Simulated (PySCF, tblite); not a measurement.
# Si12As22H36: electronic excitations, NMR shifts

What do calculations give for the electronic excitations, NMR shifts of Si12As22H36?

Computed with tblite 0.8.0 and PySCF 2.14.0 and routines of our own; the level stands in each step. Atoms count from 0.

## (1) The system as given

70 atoms, charge 0, multiplicity 1; geometry from: force field, distance geometry or constructed start.

## (2) Relaxing the molecule with GFN2-xTB

The job: settings as JSON, then the geometry in Å.

```
{"job": {"kind": "relax", "xc": "GFN2-xTB", "basis": "xTB"}, "charge": 0, "multiplicity": 1}
As    -0.381400    -1.228400    -1.947500
As    -2.260700    -1.194900    -0.293200
As    -3.965500    -1.257200    -2.089400
As    -0.364400    -1.151900     2.563300
As    -2.138800    -1.167500     4.318600
As    -4.015900    -1.157000     2.673500
As    -0.372300     1.157200    -2.572800
As    -2.146300     1.161200    -4.310600
As    -4.018500     1.141000    -2.669600
As    -0.389800     1.225300     1.948600
As    -2.263100     1.189400     0.288600
As    -3.973700     1.239800     2.097900
As     5.081900    -1.210100    -0.227500
As     3.261600    -1.251100    -1.934500
As     1.423500    -1.206700    -0.243900
As     3.287700    -1.142900     2.514900
As     1.493100    -1.157100     4.223500
As     3.279800     1.151800    -2.515800
As     1.480600     1.166100    -4.223300
As     5.084500     1.229300     0.225600
As     3.256800     1.265900     1.927400
As     1.421200     1.219100     0.241500
Si    -5.789000    -1.384800    -0.715200
H     -6.323300    -2.772300    -0.727400
H     -6.850800    -0.482300    -1.209100
H     -5.449700    -1.017900     0.653800
Si    -2.136200     1.067100     4.857700
H     -2.106900     1.879300     3.636900
H     -0.960300     1.371300     5.685200
H     -3.356300     1.383100     5.623100
Si    -5.644700    -1.098200     4.290900
H     -5.093200    -1.564600     5.570500
H     -6.762700    -1.973000     3.891900
H     -6.135800     0.278100     4.448600
Si    -2.140900    -1.071100    -4.857500
H     -2.105700    -1.884000    -3.634100
H     -0.967700    -1.375200    -5.689400
H     -3.362200    -1.393100    -5.615300
Si    -5.658900     1.075600    -4.281700
H     -5.101800     1.513700    -5.568800
H     -6.757900     1.978500    -3.896900
H     -6.167300    -0.298600    -4.401400
Si    -5.790800     1.370800     0.728500
H     -5.444900     0.997900    -0.643300
H     -6.330600     2.748300     0.739100
H     -6.852600     0.463300     1.218600
Si     6.770500    -1.255500    -1.800500
H      6.432900    -2.225400    -2.848700
H      8.031100    -1.647100    -1.153400
H      6.919400     0.080500    -2.395200
Si     4.997800    -1.107800     4.050200
H      6.288500    -0.928400     3.349200
H      5.013300    -2.364800     4.798700
H      4.789700     0.018500     4.973800
Si     1.507800     1.051100     4.820100
H      0.329700     1.745200     4.277100
H      2.738000     1.695500     4.323200
H      1.483600     1.168000     6.290500
Si     4.988100     1.116900    -4.051600
H      6.031100     2.074100    -3.654700
H      4.459900     1.493200    -5.375900
H      5.563800    -0.236000    -4.122500
Si     1.503400    -1.046100    -4.820600
H      0.327900    -1.737200    -4.275600
H      2.734700    -1.688600    -4.328100
H      1.467800    -1.153600    -6.292600
Si     6.769800     1.281600     1.785800
H      6.195000     1.126000     3.138000
H      7.475700     2.556600     1.694200
H      7.704900     0.174000     1.535600
```

Run with:

```
$ OMP_NUM_THREADS=8 python large_run.py task.json out
```

The driver reads the jobs from task.json and runs them one after another.

The log of the run:

```text
step      E/eV     max force
  0   -2492.01314    1.334
  1   -2492.30495    0.943
  2   -2492.88767    0.799
  3   -2493.11049    0.822
  4   -2493.48960    0.882
  5   -2493.77888    0.955
  6   -2494.04672    0.767
  7   -2494.24842    0.680
  8   -2494.41602    0.528
  9   -2494.55641    0.621
 10   -2494.72317    0.641
 11   -2494.94607    0.784
 12   -2495.19588    1.027
 13   -2495.37257    0.918
 14   -2495.47074    0.436
 15   -2495.51900    0.283
 16   -2495.56073    0.512
 17   -2495.63260    0.772
 18   -2495.69195    0.615
 19   -2495.73100    0.323
 20   -2495.75514    0.186
 21   -2495.77116    0.241
 22   -2495.78742    0.233
 23   -2495.80137    0.224
 24   -2495.81332    0.151
 25   -2495.82524    0.240
 26   -2495.84078    0.344
 27   -2495.85778    0.311
 28   -2495.87130    0.180
 29   -2495.88044    0.112
 30   -2495.88704    0.155
 31   -2495.89399    0.201
 32   -2495.90297    0.201
 33   -2495.91242    0.148
 34   -2495.92081    0.123
 35   -2495.92805    0.151
 36   -2495.93458    0.172
 37   -2495.94041    0.155
 38   -2495.94517    0.093
 39   -2495.94897    0.091
 40   -2495.95316    0.091
 41   -2495.95878    0.146
 42   -2495.96584    0.170
 43   -2495.97253    0.128
 44   -2495.97737    0.095
 45   -2495.98085    0.079
 46   -2495.98436    0.092
 47   -2495.98784    0.094
 48   -2495.99060    0.070
 49   -2495.99276    0.069
 50   -2495.99503    0.083
 51   -2495.99781    0.088
 52   -2496.00061    0.071
 53   -2496.00284    0.054
 54   -2496.00460    0.058
 55   -2496.00644    0.080
 56   -2496.00862    0.078
 57   -2496.01083    0.057
 58   -2496.01270    0.062
 59   -2496.01433    0.061
 60   -2496.01618    0.071
 61   -2496.01832    0.082
 62   -2496.02044    0.075
 63   -2496.02215    0.056
 64   -2496.02348    0.054
 65   -2496.02478    0.061
 66   -2496.02620    0.066
 67   -2496.02766    0.071
 68   -2496.02900    0.061
 69   -2496.03016    0.056
 70   -2496.03115    0.043
 71   -2496.03201    0.064
 72   -2496.03278    0.059
 73   -2496.03358    0.044
 74   -2496.03448    0.047
 75   -2496.03554    0.053
 76   -2496.03683    0.076
 77   -2496.03830    0.078
 78   -2496.03971    0.068
 79   -2496.04077    0.047
 80   -2496.04150    0.037
 81   -2496.04210    0.044
 82   -2496.04280    0.048
 83   -2496.04363    0.049
 84   -2496.04447    0.045
 85   -2496.04519    0.047
 86   -2496.04580    0.036
 87   -2496.04634    0.035
 88   -2496.04680    0.037
 89   -2496.04715    0.029
 90   -2496.04745    0.030
 91   -2496.04782    0.038
 92   -2496.04836    0.041
 93   -2496.04899    0.045
 94   -2496.04951    0.031
 95   -2496.04984    0.026
 96   -2496.05010    0.024
 97   -2496.05035    0.028
 98   -2496.05061    0.023
 99   -2496.05084    0.026
100   -2496.05111    0.024
101   -2496.05143    0.036
102   -2496.05176    0.037
103   -2496.05201    0.020
```

Run time: 4.9 min. Hardware: 8 threads of Intel Xeon 6975P-C, shared host; peak memory 0.15 GiB.

Step by step:

```
step  energy from step 0 (eV)  largest force (eV/Å)
   0                   0.0000                1.3336
   1                  -0.2918                0.9427
   2                  -0.8745                0.7989
   3                  -1.0974                0.8219
   4                  -1.4765                0.8822
   5                  -1.7657                0.9541
   6                  -2.0336                0.7672
   7                  -2.2353                0.6790
   8                  -2.4029                0.5284
  16                  -3.5476                0.5117
  24                  -3.8002                0.1502
  32                  -3.8898                0.2010
  41                  -3.9456                0.1462
  49                  -3.9796                0.0691
  57                  -3.9977                0.0575
  65                  -4.0116                0.0602
  74                  -4.0213                0.0471
  82                  -4.0297                0.0480
  90                  -4.0343                0.0302
  99                  -4.0377                0.0263
 100                  -4.0380                0.0242
 101                  -4.0383                0.0358
 102                  -4.0386                0.0369
 103                  -4.0389                0.0193
```

Close pairs (by a distance rule), those that changed most:

```
     bond  before (Å)  after (Å)  change (Å)
  As3–As9       2.456      2.526      +0.071
 As1–As10       2.454      2.513      +0.059
As16–Si54       2.287      2.344      +0.056
  As0–As6       2.466      2.522      +0.055
As14–As21       2.474      2.527      +0.053
As18–Si62       2.292      2.343      +0.051
 As4–Si26       2.299      2.336      +0.037
As13–As17       2.472      2.508      +0.035
```

The final coordinates are the input of the step that follows.

## (3) Electronic excitations: TDDFT PBE/def2-SVP

The job: settings as JSON, then the geometry in Å.

```
{"job": {"kind": "uv", "basis": "def2-SVP", "grid": 1, "kgrid": 0, "vcut": null, "nstates": 6, "ntriplets": 2, "tda": false, "delta": ["ip_vertical"], "pop": true, "xc": "PBE"}, "charge": 0, "multiplicity": 1}
As    -0.394949    -1.260125    -1.989831
As    -2.272272    -1.222296    -0.315316
As    -3.900299    -1.427085    -2.161698
As    -0.389426    -1.087280     2.954218
As    -2.311702    -1.183180     4.537962
As    -4.115099    -0.983803     2.817396
As    -0.376215     1.080869    -2.926548
As    -2.305977     1.185911    -4.503781
As    -4.106556     0.950311    -2.787710
As    -0.415879     1.255266     2.009106
As    -2.285431     1.208561     0.323750
As    -3.919205     1.394474     2.170514
As     5.129566    -1.156741    -0.266876
As     3.390425    -1.198078    -2.045976
As     1.522727    -1.197294    -0.372113
As     3.236491    -1.162935     2.864195
As     1.476794    -1.033274     4.625336
As     3.280719     1.159210    -2.894525
As     1.471230     1.013903    -4.606460
As     5.096736     1.223299     0.317641
As     3.359065     1.212952     2.087933
As     1.508870     1.209902     0.397739
Si    -5.878074    -1.699286    -1.011808
H     -6.338757    -3.077546    -1.247412
H     -6.905568    -0.773529    -1.514339
H     -5.778783    -1.544685     0.461833
Si    -2.352604     0.923663     5.545634
H     -1.692689     1.988554     4.753422
H     -1.688679     0.795816     6.852064
H     -3.745794     1.335530     5.805167
Si    -5.864924    -0.724690     4.309034
H     -5.522103    -1.327227     5.608840
H     -7.064609    -1.404862     3.786477
H     -6.257463     0.679510     4.537897
Si    -2.331030    -0.907102    -5.529881
H     -1.669465    -1.975895    -4.742720
H     -1.661333    -0.765900    -6.831791
H     -3.720968    -1.324869    -5.798361
Si    -5.849093     0.705592    -4.282730
H     -5.496330     1.310318    -5.577955
H     -7.046742     1.386936    -3.760107
H     -6.245940    -0.695290    -4.518713
Si    -5.895015     1.654149     1.013666
H     -5.783578     1.495066    -0.458615
H     -6.364424     3.030147     1.243135
H     -6.920321     0.725762     1.514108
Si     7.005947    -1.068634    -1.585020
H      6.878752    -1.974902    -2.737016
H      8.147904    -1.527963    -0.781683
H      7.328284     0.281322    -2.081433
Si     5.066868    -1.134053     4.283288
H      6.271780    -1.434443     3.485779
H      4.919868    -2.185884     5.302447
H      5.306047     0.142342     4.981871
Si     1.671173     1.179112     5.373759
H      1.054172     2.203980     4.496353
H      3.099218     1.514895     5.528477
H      1.070677     1.259517     6.715113
Si     5.034579     1.023981    -4.415085
H      6.186406     1.794142    -3.907941
H      4.636267     1.612919    -5.706051
H      5.508620    -0.349697    -4.671045
Si     1.678775    -1.197428    -5.351749
H      1.080425    -2.223886    -4.463927
H      3.110200    -1.512274    -5.516086
H      1.066014    -1.291603    -6.686521
Si     6.984904     1.254748     1.628328
H      6.704746     1.599069     3.031418
H      7.881488     2.287862     1.088980
H      7.716067    -0.022192     1.612948
```

Level: TDDFT PBE/def2-SVP, vertical, gas phase, core orbitals frozen in the response.

The log of the run:

```text
start: PBE on a coarse grid of 305091 points
cycle   1  E = -52668.9253890620  dE = -1.373e+01  |g| = 1.213e+00  |ddm| = 9.522e+00
cycle   2  E = -52668.8127876201  dE =  1.126e-01  |g| = 1.266e+00  |ddm| = 2.035e+00
cycle   3  E = -52668.7502114010  dE =  6.258e-02  |g| = 9.645e-01  |ddm| = 2.615e+00
cycle   4  E = -52669.0776784185  dE = -3.275e-01  |g| = 8.744e-02  |ddm| = 1.547e+00
cycle   5  E = -52669.0785276869  dE = -8.493e-04  |g| = 6.673e-02  |ddm| = 2.459e-01
cycle   6  E = -52669.0799540299  dE = -1.426e-03  |g| = 2.025e-02  |ddm| = 1.355e-01
cycle   7  E = -52669.0800681971  dE = -1.142e-04  |g| = 1.022e-02  |ddm| = 4.734e-02
cycle   8  E = -52669.0800935412  dE = -2.534e-05  |g| = 4.059e-03  |ddm| = 2.304e-02
final grid: 305091 points
cycle   9  E = -52669.0800266429  dE =  6.690e-05  |g| = 1.275e-02  |ddm| = 2.919e-02
cycle  10  E = -52669.0793616418  dE =  6.650e-04  |g| = 4.401e-02  |ddm| = 9.822e-02
cycle  11  E = -52669.0800902317  dE = -7.286e-04  |g| = 3.811e-03  |ddm| = 7.706e-02
cycle  12  E = -52669.0800962438  dE = -6.012e-06  |g| = 9.332e-04  |ddm| = 6.868e-03
cycle  13  E = -52669.0800984533  dE = -2.210e-06  |g| = 2.568e-04  |ddm| = 1.685e-03
cycle  14  E = -52669.0800991618  dE = -7.084e-07  |g| = 5.852e-05  |ddm| = 4.748e-04
converged SCF energy = -52669.0800991618
Vertical ionisation energy (delta-SCF) = 6.3764 eV   <S^2> = 0.751

Static polarisability (au): isotropic 1154.336, principal 658.207 1289.940 1514.859

Singlet excitations
state   eV       nm        f      main configurations
  1   2.2241    557.5   0.00040   H->L 0.78, H->L+1 0.21
  2   2.3182    534.8   0.05356   H->L+1 0.70, H->L 0.19
  3   2.3895    518.9   0.00117   H->L+2 0.53, H->L+3 0.46
  4   2.4006    516.5   0.00067   H->L+3 0.51, H->L+2 0.45
  5   2.4345    509.3   0.00023   H-1->L 0.91, H-1->L+1 0.08
  6   2.4613    503.7   0.00025   H-1->L+1 0.91, H-1->L 0.08

Triplet excitations (Tamm-Dancoff, eV): 2.0942 2.1434
```

Run time: 88 s. Hardware: 8 threads of Intel Xeon 6975P-C, shared host; peak memory 6 GiB.

The orbitals next to the gap, with their largest atomic shares:

```
orbital     eV                           atoms
 HOMO−4  -5.63    As2 10 %, As11 10 %, As8 8 %
 HOMO−3  -5.51   As17 12 %, As15 10 %, As1 8 %
 HOMO−2  -5.48  As13 13 %, As20 11 %, As9 11 %
 HOMO−1  -5.36      As8 7 %, As16 6 %, As5 6 %
   HOMO  -5.13    As3 11 %, As6 11 %, As14 9 %
   LUMO  -2.96    As10 11 %, As1 11 %, As3 7 %
 LUMO+1  -2.93  As15 11 %, As17 10 %, As21 9 %
 LUMO+2  -2.78     As10 10 %, As1 7 %, As8 7 %
 LUMO+3  -2.76    As18 9 %, As16 8 %, As17 8 %
```

With each of the 6 states as a Gaussian band of 0.4 eV half-width at 1/e, the curve within the window shown has maxima at 534 nm (ε 2,300) L/(mol cm). Beyond the last state computed it falls off for lack of states. The curve at chosen wavelengths:

| nm | ε (L/mol/cm) |
| --- | --- |
| 449 | 681 |
| 462 | 1004 |
| 474 | 1325 |
| 487 | 1660 |
| 499 | 1925 |
| 512 | 2135 |
| 524 | 2245 |
| 537 | 2271 |
| 549 | 2219 |
| 562 | 2094 |
| 575 | 1920 |
| 587 | 1733 |
| 600 | 1519 |
| 612 | 1322 |
| 625 | 1120 |
| 637 | 949 |
| 650 | 784 |
| 663 | 641 |
| 675 | 528 |
| 688 | 425 |
| 700 | 346 |
| 713 | 276 |
| 725 | 223 |
| 738 | 176 |
| 750 | 142 |
| 763 | 111 |

Leading natural transition orbitals of singlet state 2: the hole lies on As3, As6 about 11 % each; As1, As14, As21 about 8 % each; As0, As9, As10 about 6 % each; the particle on 4 As atoms about 6 % each.

Leading natural transition orbitals of singlet state 1: the hole lies on As3, As6 about 11 % each; As14, As21 about 9 % each; 4 As atoms about 6 % each; the particle on 4 As atoms about 6 % each.

Further results of this job:

```
           property  computed
  dipole moment (D)      0.16
polarisability (Å³)    171.05
 HOMO–LUMO gap (eV)      2.17
      −ε(HOMO) (eV)      5.13
```

The fields below are evaluated on a grid from the run's orbitals.

Frontier orbitals at PBE/def2-SVP, with the share of their density that lies nearest to each atom:

```
orbital  energy (eV)                                                                         lies on
   HOMO        -5.13  As3, As6 about 11 % each; As14, As21 about 9 % each; 4 As atoms about 6 % each
   LUMO        -2.96                              As1, As10 about 11 % each; As3, As6 about 7 % each
```

ELF in a plane through or near 18 of the atoms.

Ten even steps from '0' (0.00) to '9' (1.00):
```
0000000000000000000000000000
0000000000000000000000000000
0000000000000000000000000000
0000000000012000000088100000
0000002430255503662199400000
0000033612447514535153462000
0000299173364516456382998000
0000036144341364142551360000
0003400105610362006720000000
0000016470166304662089800000
0099954732456525625252410000
0069237462454525463573781000
0001795164321445164252430000
0001781036301151037610000000
0000001102469609920008900000
0000001009911309859805500000
0000000019759703459900000000
0000000000059705500000000000
0000000000000000000000000000
0000000000000000000000000000
```
The map spans 21.5 Å across and 19.0 Å up, centred on the molecule. Atoms in the plane (x, y in Å): As0 (0.4, -2.1), As1 (2.3, -0.4), As2 (3.9, -2.3), As3 (0.4, 2.9), As4 (2.3, 4.4), As5 (4.1, 2.7), As12 (-5.1, -0.3), As13 (-3.4, -2.1), As14 (-1.5, -0.4), As15 (-3.2, 2.8), As16 (-1.4, 4.5), Si22 (5.9, -1.2), H25 (5.8, 0.3), H32 (7.1, 3.6), H35 (1.6, -4.9), H48 (-8.1, -0.8), Si50 (-5.0, 4.2), H64 (-3.1, -5.6).

On the surface of density 0.002 e/bohr³ the electrostatic potential runs, from the 1st to the 99th percentile, from -0.47 V near As17 to 0.95 V near H44.

(Part 1 of 2 ends here.)
